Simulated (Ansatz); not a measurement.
**Ca2SeO: the cell at several levels of theory**

Aim: relax Ca2SeO, ordered on the rocksalt lattice (R-3m) with 4 atoms a cell with PBE and r2SCAN and see how far the functionals disagree on the cell. This is a trial cell built on a prototype, not taken from a measured structure, and it needn't be the compound's ground state.

Program: Ansatz 0.2.0. PAW datasets, plane waves, zero pressure. (Calculated; spin-unpolarised; the phase may be known or hypothetical.)

## 1. Starting point

The symmetry is R-3m (No. 166, trigonal); a = 3.799 Å, c = 18.610 Å in the conventional setting, 19.38 Å³ an atom. Around O lie 6 Ca at 2.69 Å; around Se lie 6 Ca at 2.69 Å; around Ca lie 3 O at 2.69 Å and 3 Se at 2.69 Å.

Structure file:

Space group R-3m:H (No. 166). a = 3.799 Å, b = 3.799 Å, c = 18.610 Å, α = 90.00°, β = 90.00°, γ = 120.00°
```tsv
atom	site	symmetry	x	y	z
O	3a	-3m	0.0000	0.0000	0.0000
Se	3b	-3m	0.3333	0.6667	0.1667
Ca	6c	3m	0.0000	0.0000	0.2500
```

## 2. Relaxing with PBE

Contents of input.yaml:

```yaml
crystal:
  lattice:
    - [1.8994171541, 1.0966290053, 6.2034704485]
    - [-1.8994171541, 1.0966290053, 6.2034704485]
    - [0.0, -2.1932580105, 6.2034704485]
  atoms:
    - { symbol: O, position: [1.0, 0.0, 0.0] }
    - { symbol: Se, position: [0.5, 0.5, 0.5] }
    - { symbol: Ca, position: [0.25, 0.25, 0.25] }
    - { symbol: Ca, position: [0.75, 0.75, 0.75] }
kpoints:
  mp_grid: { grid: [8, 8, 8] }
hamiltonian:
  xc: pbe
scf:
  occupations: { method: fermi_dirac, width: 0.02 }
relax:
  f_tol: 0.005
  cell: {}
```

The runs that follow: Relaxing with r2SCAN.

**Question.** What will these runs give? Wanted: for each run, a; c; volume; space group; SCF geometries.

As calculated:

```
 level  a (Å)   c (Å)  volume (Å³/atom)  space group  SCF geometries
   PBE  3.787  19.034            19.701         R-3m               8
r2SCAN  3.769  18.876            19.354         R-3m               6
```

What this shows: From the start to the first minimum the volume moved by +1.6 %. r2SCAN gives the smallest cell and PBE the largest; they differ by 1.8 % in volume, a mean of 0.6 % in length.
